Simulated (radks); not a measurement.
**Nuclear size and the levels of La**

Aim: how the total energy, the levels and the density at the nucleus of La respond when the nuclear radius is scaled.

Program: radks (a radial shooting solver on a logarithmic mesh, Libxc functionals) version 1. Level of theory: Dirac Kohn-Sham, PBE, spin-unpolarised, spherical densities, finite nucleus; open shells are shared between the two j in proportion to 2j + 1. These are calculated values, not measurements, unless marked.

### Step 1. The system

| Item | Value |
| --- | --- |
| element | lanthanum (Z = 57) |
| charge | 0 |
| electrons | 57 |
| configuration | [Xe] 5d1 6s2 |
| nuclear rms radius | 4.855 fm |

The outer shells:

La
```
[Xe] core
5d [↑ ][  ][  ][  ][  ]
6s [↑↓]
```

### Step 2. rms radius 4.855 fm

Settings of this run:

```text
Z 57
configuration [Xe] 5d1 6s2 6p0 7s0
relativity Dirac
functional pbe,pbe
spin unpolarised
j_filling average
nucleus finite rms 4.855 fm
c 137.035999084
```

### Step 3. rms radius 4.1122 fm

Settings, as their differences from step 2:

```diff
@@ -6,3 +6,3 @@
 j_filling average
-nucleus finite rms 4.855 fm
+nucleus finite rms 4.1122 fm
 c 137.035999084
```

### Step 4. rms radius 4.6948 fm

Settings, as their differences from step 3:

```diff
@@ -6,3 +6,3 @@
 j_filling average
-nucleus finite rms 4.1122 fm
+nucleus finite rms 4.6948 fm
 c 137.035999084
```

### Step 5. rms radius 5.1997 fm

Settings, as their differences from step 4:

```diff
@@ -6,3 +6,3 @@
 j_filling average
-nucleus finite rms 4.6948 fm
+nucleus finite rms 5.1997 fm
 c 137.035999084
```

### Step 6. rms radius 5.5347 fm

Settings, as their differences from step 5:

```diff
@@ -6,3 +6,3 @@
 j_filling average
-nucleus finite rms 5.1997 fm
+nucleus finite rms 5.5347 fm
 c 137.035999084
```

What does the calculation give? Wanted: for each run, rms radius; total energy shift; density at nucleus; 1s1/2 shift; 2s1/2 shift; 5s1/2 shift; 5p1/2 shift; 6s1/2 shift.

As calculated:

```csv
rms radius (fm),total energy shift (eV),density at nucleus (e/bohr³),1s1/2 shift (meV),2s1/2 shift (meV),5s1/2 shift (meV),5p1/2 shift (meV),6s1/2 shift (meV)
4.1122,-2.66,3.636e+05,-1104,-134,-0.925,0.188,-0.0575
4.6948,-0.602,3.541e+05,-251,-30.4,-0.210,0.0426,-0.0131
4.855,0,3.517e+05,0,0,0,0,0
5.1997,1.35,3.469e+05,562,68.1,0.471,-0.0956,0.0292
5.5347,2.73,3.426e+05,1137,138,0.953,-0.193,0.0592
```

Shifts are against the first run. Over the range the 1s1/2 level moves by 2.24 eV and the 6s1/2 level by 0.117 meV. A larger nucleus binds the 1s electrons less and lowers the density at its centre. These are shifts of eigenvalues, not the field shifts of spectral lines.
